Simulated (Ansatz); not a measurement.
# Cl: the cost of one run

Method: DFT, PBE, plane-wave PAW, default files, scalar-relativistic, in Ansatz 0.2.0.

1 further run of the same task is left out (set aside as unsound or not needed).

## (1) The system as given

The structure is orthorhombic, space group Cmce (No. 64). Conventional cell: a = 6.240 Å, b = 4.480 Å, c = 8.260 Å, α = 90.00°, β = 90.00°, γ = 90.00°. Cl (site symmetry m) has 1 Cl at 2.02 Å as nearest neighbours.

As a file:

```xyz
4
Lattice="3.1200 -2.2400 0.0000 3.1200 2.2400 0.0000 0.0000 0.0000 8.2600" Properties=species:S:1:pos:R:3 pbc="T T T"
Cl    3.1200    1.6576    0.8260
Cl    3.1200   -0.5824    3.3040
Cl    3.1200   -1.6576    7.4340
Cl    3.1200    0.5824    4.9560
```

## (2) Relaxation of the positions

File input.yaml:

```yaml
crystal:
  lattice:
    - [3.12, -2.24, 0.0]
    - [3.12, 2.24, 0.0]
    - [0.0, 0.0, 8.26]
  atoms:
    - { symbol: Cl, position: [0.13, 0.87, 0.1] }
    - { symbol: Cl, position: [0.63, 0.37, 0.4] }
    - { symbol: Cl, position: [0.87, 0.13, 0.9] }
    - { symbol: Cl, position: [0.37, 0.63, 0.6] }
kpoints:
  mp_grid: { grid: [8, 8, 4] }
scf:
  occupations: { method: fermi_dirac, width: 0.05 }
hamiltonian:
  xc: pbe
  pseudopotentials: { kind: paw }
output:
  forces: true
  stress: true
  populations: true
  efg:
    quadrupole_moments_barn: { Cl: -0.08112 }
    contact_densities: true
  write_density: true
  write_potential: true
  elf: true
  volumetric_format: npy
relax:
  f_tol: 0.02
  max_steps: 60
```

Run with:

```bash
$ ansatz run input.yaml --threads 1 --pin off --max-ram 2560MiB --backend cpu --events-out ev --progress --plain --runs-dir out
```

**Question.** How long does this run take on 1 thread of Arm Neoverse V1, shared host, and how much memory does it need?

About 26 s, with a peak of 0.41 GiB.
